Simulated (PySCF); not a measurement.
# CH3BrOSn (SMILES C[O][Sn][Br]): levels of theory compared

Aim: a comparison of 3 runs (HF/3-21G, HF/def2-SVP, CCSD/def2-SVP) of CH3BrOSn. The job is set up through a Python script.

The results are computed with PySCF 2.14.0.

## 1. The molecule

CH3BrOSn has 7 atoms, charge 0, and is taken as a singlet. As SMILES, `C[O][Sn][Br]`. The coordinates come from a PBE0-D4/def2-TZVP relaxation. This is one conformer, not always the lowest.

Bond lengths: C1–O2 1.404 Å, O2–Sn3 1.958 Å, Sn3–Br4 2.546 Å, C1–H5 1.095 Å, C1–H6 1.095 Å, C1–H7 1.095 Å. Angles: C1–O2–Sn3 132.6°, O2–Sn3–Br4 99.3°, O2–C1–H5 109.5°, O2–C1–H6 112.5°, O2–C1–H7 109.5°, H5–C1–H6 108.5°, H5–C1–H7 108.1°, H6–C1–H7 108.5°.

## 2. Energy and forces at HF/3-21G (run 1)

input.py reads:

```python
from pyscf import gto, scf

mol = gto.M(
    atom=[
    ('C', (-0.541400, 0.468000, 0.538200)),
    ('O', (0.641500, 0.841900, -0.120200)),
    ('Sn', (1.866400, -0.129300, -1.298500)),
    ('Br', (0.693000, -2.388200, -1.337700)),
    ('H', (-1.362800, 1.114200, 0.210700)),
    ('H', (-0.819100, -0.573500, 0.343600)),
    ('H', (-0.416400, 0.598700, 1.618300)),
],
    verbose=3,
    basis='3-21g',
    charge=0,
    max_memory=1860,
)

mf = scf.RHF(mol)
mf.conv_tol = 1e-10
mf.kernel()
if not mf.converged:
    mf = mf.newton().run(mf.mo_coeff, mf.mo_occ)

etot = mf.e_tot
print('E(%s) = %.9f' % ('HF', etot))
grad = mf.nuc_grad_method().kernel()
mf.analyze()
```

The run is started by

```sh
$ OMP_NUM_THREADS=1 python input.py
```

What it wrote:

```text
converged SCF energy = -8670.25002993586
[... 23 lines left out ...]
MO #12  energy= -26.9425624015373  occ= 2
[... 12 lines left out ...]
MO #25  energy= -7.31523302567548  occ= 2
[... 12 lines left out ...]
MO #38  energy= -1.44263262331088  occ= 2
[... 12 lines left out ...]
MO #51  energy= -0.346137415008203 occ= 2
[... 12 lines left out ...]
MO #64  energy= 0.875423035499727  occ= 0
[... 12 lines left out ...]
MO #77  energy= 3.29028680833883   occ= 0
[... 8 lines left out ...]
Dipole moment(X, Y, Z, Debye):  0.99071,  1.95803,  0.05317
```

Wall time 17 s (1 thread of Intel Xeon at 2.50GHz (Skylake/Cascade Lake), shared host); peak memory 0.15 GiB.

## 3. Energy and gradient at HF/def2-SVP (core potential) (run 2)

run.py reads:

```python
from pyscf import gto

mol = gto.M(
    atom='''
C       -0.541400       0.468000       0.538200
O        0.641500       0.841900      -0.120200
Sn       1.866400      -0.129300      -1.298500
Br       0.693000      -2.388200      -1.337700
H       -1.362800       1.114200       0.210700
H       -0.819100      -0.573500       0.343600
H       -0.416400       0.598700       1.618300
''',
    max_memory=1860,
    ecp={'Sn': 'def2-svp'},
    basis='def2-svp',
    verbose=3,
    spin=0,
)

mf = mol.RHF()
mf.conv_tol = 1e-10
mf.kernel()
if not mf.converged:
    mf = mf.newton().run(mf.mo_coeff, mf.mo_occ)

energy = mf.e_tot
print('E(%s) = %.9f' % ('HF', energy))
grad = mf.nuc_grad_method().kernel()
mf.analyze()
```

The run is started by

```sh
$ OMP_NUM_THREADS=1 python run.py
```

What it wrote:

```text
converged SCF energy = -2899.90641359115
[... 27 lines left out ...]
MO #16  energy= -3.15802326322409  occ= 2
[... 16 lines left out ...]
MO #33  energy= -0.43808269706446  occ= 2
[... 16 lines left out ...]
MO #50  energy= 0.490518592458778  occ= 0
[... 16 lines left out ...]
MO #67  energy= 0.976101351417126  occ= 0
[... 16 lines left out ...]
MO #84  energy= 2.65420942600045   occ= 0
[... 16 lines left out ...]
MO #101 energy= 52.3520544019801   occ= 0
[... 8 lines left out ...]
Dipole moment(X, Y, Z, Debye):  1.24285,  1.43683, -0.30728
```

It took 42 s on 1 thread of Intel Xeon at 2.50GHz (Skylake/Cascade Lake), shared host; peak memory 0.22 GiB.

## 4. The energy at CCSD/def2-SVP (core potential) (run 3)

job.py reads:

```python
from pyscf import gto, cc

molecule = gto.M(
    atom='''
C     -1.023098     0.884392     1.017051
O      1.212259     1.590960    -0.227145
Sn     3.526985    -0.244342    -2.453809
Br     1.309580    -4.513044    -2.527887
H     -2.575319     2.105533     0.398165
H     -1.547875    -1.083758     0.649310
H     -0.786882     1.131379     3.058144
''',
    ecp={'Sn': 'def2-svp'},
    spin=0,
    max_memory=1860,
    charge=0,
    basis='def2-svp',
    verbose=4,
    unit='bohr',
)

mf = molecule.RHF()
mf.conv_tol = 1e-10
mf.kernel()
if not mf.converged:
    mf = mf.newton().run(mf.mo_coeff, mf.mo_occ)

mycc = cc.CCSD(mf, frozen=15)
mycc.kernel()
e_tot = mycc.e_tot
print(f'total energy: {e_tot:.8f} hartree')
mf.analyze()
```

The run is started by

```sh
$ OMP_NUM_THREADS=1 python job.py
```

What it wrote:

```text
PySCF version 2.14.0

[... 112 lines left out ...]
MO #6   energy= -20.5350590576946  occ= 2
[... 18 lines left out ...]
MO #25  energy= -1.34780246093369  occ= 2
[... 18 lines left out ...]
MO #44  energy= 0.287910377917959  occ= 0
[... 18 lines left out ...]
MO #63  energy= 0.905800917402574  occ= 0
[... 18 lines left out ...]
MO #82  energy= 2.54255727437481   occ= 0
[... 18 lines left out ...]
MO #101 energy= 52.3520543858834   occ= 0
[... 111 lines left out ...]
Dipole moment(X, Y, Z, Debye):  1.24285,  1.43683, -0.30728
```

Wall time 76 s (1 thread of Intel Xeon at 2.50GHz (Skylake/Cascade Lake), shared host); peak memory 0.78 GiB.

## 5. Overview of the runs

| run | level | core potential | task | energy (Eh) | dipole moment (D) of the reference | HOMO energy (eV) | LUMO energy (eV) | wall time |
| --- | --- | --- | --- | --- | --- | --- | --- | --- |
| 1 | HF/3-21G | – | gradient | -8670.250030 | 2.20 | -9.42 | 0.13 | 17 s |
| 2 | HF/def2-SVP (core potential) | def2-svp | gradient | -2899.906414 | 1.92 | -9.84 | 0.21 | 42 s |
| 3 | CCSD/def2-SVP (core potential) | def2-svp | energy | -2900.581932 | 1.92 | -9.84 | 0.21 | 76 s |

## 6. Outcome

| quantity | value |
| --- | --- |
| run 3: total energy | -2900.58193 Eh |
| run 3: dipole moment (Hartree–Fock density) | 1.92 D |
| run 3: HOMO energy (Hartree–Fock orbitals) | -9.84 eV |
| run 3: LUMO energy (Hartree–Fock orbitals) | 0.21 eV |
| run 3: HOMO–LUMO gap (Hartree–Fock orbitals) | 10.05 eV |
| run 3: correlation energy (15 core orbitals frozen) | -675.5 mEh |
| run 3: T1 diagnostic | 0.014 |

**Reading.** Some runs of one species differ in core potentials or relativity; totals across that change don't compare. In run 1 relativity is left out where basis or elements ask for it. All runs together took 2.2 min, the longest 76 s.
